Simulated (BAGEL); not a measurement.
# CH2BF3 (SMILES BC(F)(F)F): B3LYP/def2-SVP (density fitting with qzvpp-jkfit)

Aim: the energy change on altering one bond length of CH2BF3 at B3LYP/def2-SVP (density fitting with qzvpp-jkfit), from 2 runs. 

Program for the calculation: BAGEL 1.2.2.

2 further runs of the same task are left out: 1 that didn't finish, 1 set aside as unsound or not needed. Runs told in other sessions of the task aren't counted.

## (1) The structure to begin with

CH2BF3 has 7 atoms, charge 0, and is taken as a singlet. SMILES: `BC(F)(F)F`. Geometry: relaxed at PBE0-D4/def2-TZVP.

Bond lengths: B1–C2 1.596 Å, C2–F3 1.340 Å, C2–F4 1.340 Å, C2–F5 1.356 Å, B1–H6 1.188 Å, B1–H7 1.188 Å. Angles: B1–C2–F3 114.9°, B1–C2–F4 114.9°, B1–C2–F5 105.4°, F3–C2–F4 106.7°, F3–C2–F5 107.2°, F4–C2–F5 107.2°, C2–B1–H6 118.3°, C2–B1–H7 118.3°, H6–B1–H7 123.2°.

## (2) A single-point energy at B3LYP/def2-SVP (density fitting with qzvpp-jkfit)

Contents of calc.json:

```json
{ "bagel" : [

{
  "title" : "molecule",
  "basis" : "svp",
  "df_basis" : "qzvpp-jkfit",
  "angstrom" : true,
  "geometry" : [
    { "atom" : "B", "xyz" : [      -0.646000,       0.517900,      -0.478700 ] },
    { "atom" : "C", "xyz" : [       0.401500,      -0.396900,       0.305300 ] },
    { "atom" : "F", "xyz" : [       0.019900,      -0.762700,       1.536900 ] },
    { "atom" : "F", "xyz" : [       0.761000,      -1.518100,      -0.335100 ] },
    { "atom" : "F", "xyz" : [       1.515900,       0.364200,       0.439400 ] },
    { "atom" : "H", "xyz" : [      -1.356400,       1.230500,       0.153100 ] },
    { "atom" : "H", "xyz" : [      -0.634600,       0.497100,      -1.666700 ] }
  ]
},

{
  "title" : "ks",
  "xc_func" : "b3lyp",
  "charge" : 0
},

{
  "title" : "print",
  "file" : "orbitals.molden",
  "orbitals" : true
}

]}
```

Started as:

```bash
$ BAGEL_NUM_THREADS=1 BAGEL calc.json > calc.out
```

The program printed:

```text
* using 1 threads per process

  ===============================================================
  ===============================================================

  *** Geometry ***

  { "atom" : "B", "xyz" : [     -1.220763,      0.978689,     -0.904612 ] },
  { "atom" : "C", "xyz" : [      0.758725,     -0.750032,      0.576933 ] },
  { "atom" : "F", "xyz" : [      0.037606,     -1.441294,      2.904320 ] },
  { "atom" : "F", "xyz" : [      1.438082,     -2.868793,     -0.633247 ] },
  { "atom" : "F", "xyz" : [      2.864636,      0.688238,      0.830346 ] },
  { "atom" : "H", "xyz" : [     -2.563225,      2.325308,      0.289317 ] },
  { "atom" : "H", "xyz" : [     -1.199220,      0.939383,     -3.149607 ] },

  Number of auxiliary basis functions:      417

  Since a DF basis is specified, we compute 2- and 3-index integrals:
    o Being stored without compression. Storage requirement is 0.021 GB

  Number of basis functions:       80
  Number of electrons      :       40

    * METHOD: MOLECULE                             0.13

  *** Kohn-Sham DFT ***

    * Removing 12746 points whose weight is below 1.00e-10
    * Grid points: 91596

  === Nuclear Repulsion ===
   179.0530450029

       - DIIS with orbital gradients will be used.

  === KS iteration (b3lyp / svp) ===
      0       -331.35007026          0.13383159           0.20
      1       -227.62714242          0.24088709           0.20
      2       -306.88376988          0.16259065           0.20
      3       -361.60320185          0.06205255           0.20
      4       -341.21038051          0.14676568           0.20
      5       -360.39322400          0.06040289           0.20
      6       -360.78133971          0.06743733           0.20
      7       -362.86230765          0.03272241           0.20
      8       -363.32645341          0.01042455           0.20
      9       -363.37492800          0.00356282           0.20
     10       -363.37904920          0.00199204           0.20
     11       -363.38029743          0.00083189           0.20
     12       -363.38058561          0.00006582           0.20
     13       -363.38058808          0.00001456           0.20
     14       -363.38058820          0.00000795           0.21
     15       -363.38058823          0.00000313           0.20
     16       -363.38058823          0.00000226           0.21
     17       -363.38058823          0.00000069           0.21
     18       -363.38058823          0.00000039           0.20
     19       -363.38058823          0.00000007           0.19
     20       -363.38058823          0.00000005           0.20
     21       -363.38058823          0.00000001           0.20
     22       -363.38058823          0.00000000           0.19
    * SCF iteration converged.

    * Permanent dipole moment:
           (    0.491302,    -0.322686,     0.324588) a.u.

    * METHOD: KS                                   4.89

    * METHOD: PRINT                                0.01

  ===============================================================
```

Run time: 5.4 s. Hardware: 1 thread of Arm Neoverse V2, shared host; peak memory 0.35 GiB.

## (3) The distorted shape, same level

Contents of dft.json:

```json
{ "bagel": [

{
  "title": "molecule",
  "basis": "svp",
  "df_basis": "qzvpp-jkfit",
  "angstrom": true,
  "geometry": [
    { "atom": "B", "xyz": [   -0.077694,   -0.052166,   -0.984128 ] },
    { "atom": "C", "xyz": [    0.969806,   -0.966966,   -0.200128 ] },
    { "atom": "F", "xyz": [    0.588206,   -1.332766,    1.031472 ] },
    { "atom": "F", "xyz": [    1.329306,   -2.088166,   -0.840528 ] },
    { "atom": "F", "xyz": [    2.084206,   -0.205866,   -0.066028 ] },
    { "atom": "H", "xyz": [   -1.356400,    1.230500,    0.153100 ] },
    { "atom": "H", "xyz": [   -0.066294,   -0.072966,   -2.172128 ] }
  ]
},
{ "title": "ks", "xc_func": "b3lyp" },
{ "title": "print", "file": "orbitals.molden", "orbitals": true }

]}
```

Started as:

```bash
$ BAGEL_NUM_THREADS=1 BAGEL dft.json > dft.out
```

The program printed:

```text
* using 1 threads per process

  ===============================================================
  ===============================================================

  *** Geometry ***

  { "atom" : "B", "xyz" : [     -0.146820,     -0.098579,     -1.859732 ] },
  { "atom" : "C", "xyz" : [      1.832668,     -1.827301,     -0.378187 ] },
  { "atom" : "F", "xyz" : [      1.111548,     -2.518563,      1.949200 ] },
  { "atom" : "F", "xyz" : [      2.512024,     -3.946062,     -1.588368 ] },
  { "atom" : "F", "xyz" : [      3.938579,     -0.389030,     -0.124775 ] },
  { "atom" : "H", "xyz" : [     -2.563225,      2.325308,      0.289317 ] },
  { "atom" : "H", "xyz" : [     -0.125278,     -0.137886,     -4.104727 ] },

  Number of auxiliary basis functions:      417

  Since a DF basis is specified, we compute 2- and 3-index integrals:
    o Being stored without compression. Storage requirement is 0.021 GB

  Number of basis functions:       80
  Number of electrons      :       40

    * METHOD: MOLECULE                             0.13

  *** Kohn-Sham DFT ***

    * Removing 12001 points whose weight is below 1.00e-10
    * Grid points: 92341

  === Nuclear Repulsion ===
   176.7952105686

       - DIIS with orbital gradients will be used.

  === KS iteration (b3lyp / svp) ===
      0       -331.83463377          0.13358110           0.20
      1       -229.40400531          0.22834186           0.20
      2       -307.86095832          0.16182263           0.20
      3       -359.93069601          0.05777274           0.20
      4       -355.95998184          0.09507523           0.20
      5       -359.54445296          0.07653736           0.20
      6       -363.09246172          0.01797991           0.20
      7       -363.02630965          0.02251019           0.20
      8       -363.25196960          0.00346910           0.20
      9       -363.25625357          0.00308571           0.20
     10       -363.26187136          0.00129690           0.21
     11       -363.26296777          0.00017647           0.20
     12       -363.26297744          0.00009817           0.20
     13       -363.26298237          0.00002531           0.20
     14       -363.26298266          0.00000398           0.20
     15       -363.26298267          0.00000264           0.20
     16       -363.26298267          0.00000053           0.20
     17       -363.26298267          0.00000026           0.20
     18       -363.26298267          0.00000020           0.20
     19       -363.26298267          0.00000005           0.20
     20       -363.26298267          0.00000002           0.21
     21       -363.26298267          0.00000001           0.20
    * SCF iteration converged.

    * Permanent dipole moment:
           (    0.184753,    -0.030626,     0.537471) a.u.

    * METHOD: KS                                   4.70

    * METHOD: PRINT                                0.01

  ===============================================================
```

Run time: 5.1 s. Hardware: 1 thread of Arm Neoverse V2, shared host; peak memory 0.36 GiB.

## (4) Summary of results

Level: B3LYP/def2-SVP (density fitting with qzvpp-jkfit).

```
                                                         quantity          value
                                        first shape: total energy  -363.38059 Eh
                                       first shape: dipole moment         1.71 D
                                         first shape: HOMO energy       -9.69 eV
                                         first shape: LUMO energy       -2.85 eV
                                       first shape: HOMO–LUMO gap        6.84 eV
                                    distorted shape: total energy  -363.26298 Eh
                                   distorted shape: dipole moment         1.45 D
                                     distorted shape: HOMO energy       -8.06 eV
                                     distorted shape: LUMO energy       -3.29 eV
                                   distorted shape: HOMO–LUMO gap        4.78 eV
energy change with the B1–H6 bond stretched from 1.188 to 2.139 Å       3.200 eV
```

In words: With the B1–H6 bond stretched from 1.188 to 2.139 Å the energy rises by 3.20 eV (74 kcal/mol). The first shape isn't relaxed at this level, so the change isn't measured from a minimum. A restricted reference can't describe the breaking bond well at this length.
